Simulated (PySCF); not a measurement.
# H3NSm (Sm(NH3)3+): the cost of one run

Computed with PySCF 2.14.0. Level: several levels, as the steps say, no spin–orbit coupling.

3 further runs of the same task are left out: 1 for a known fault of the program, 1 that didn't finish, 1 set aside as unsound or not needed.

## Step 1: Where the work starts

5 atoms, charge 3, spin multiplicity 1.

Bond lengths: Sm1–N2 2.397 Å, N2–H3 1.054 Å, N2–H4 1.054 Å, N2–H5 1.054 Å. Angles: Sm1–N2–H3 115.7°, Sm1–N2–H4 115.7°, Sm1–N2–H5 115.7°, H3–N2–H4 102.6°, H3–N2–H5 102.6°, H4–N2–H5 102.6°.

Geometry (Å):

```xyz
5
H3NSm
Sm    0.0000    0.0000   -0.1714
N     0.0000    0.0000    2.2257
H     0.9497    0.0000    2.6818
H    -0.4749    0.8224    2.6818
H    -0.4748   -0.8225    2.6818
```

Formal oxidation states: Sm +3. Each metal's 5 4f electrons lie in its core potential, so multiplicities, spins and levels count the valence alone. An earlier session relaxed this geometry at TPSS, Sm lcecp-1-SVP with ECP51, N def2-SVP, H def2-SVP (singlet, point group C3v).

At TPSS on the finer grid: E = -89.949106 Eh, HOMO -25.96 eV, LUMO -20.95 eV, Mulliken charge on Sm1 +2.47 e, largest force component 0.005 eV/Å. 

Levels to run: BP86; r2SCAN; HF; wB97X; TPSS, TZVP. Hardware: 2 threads of Arm Neoverse V2, shared host.

## Step 2: BP86

run.py (the lines that set the calculation) reads:

```python
mol = gto.M(atom='''
Sm     0.00000     0.00000    -0.17145
N      0.00000     0.00000     2.22572
H      0.94967     0.00004     2.68179
H     -0.47487     0.82242     2.68179
H     -0.47481    -0.82246     2.68179''',
    basis={'Sm': 'lcecp-1-SVP', 'N': 'def2-SVP', 'H': 'def2-SVP'},
    ecp={'Sm': 'lcecp-1-SVP'},
    charge=3, spin=0)
mf = dft.RKS(mol, xc='B88,P86')
mf.grids.atom_grid = (75, 302)  # f atoms: unpruned, at least (60, 302)
mf = mf.density_fit()  # fitting sets: Sm AutoAux, N def2-universal-JKFIT, H def2-universal-JKFIT
mf.conv_tol = 1e-08; mf.max_cycle = 55
mf.kernel(dm0)  # dm0: the density of the relaxed state
```

The run is started by

```
$ OMP_NUM_THREADS=2 python run.py
```

**Question.** How long does this run take on 2 threads of Arm Neoverse V2, shared host?

About 1.8 s.
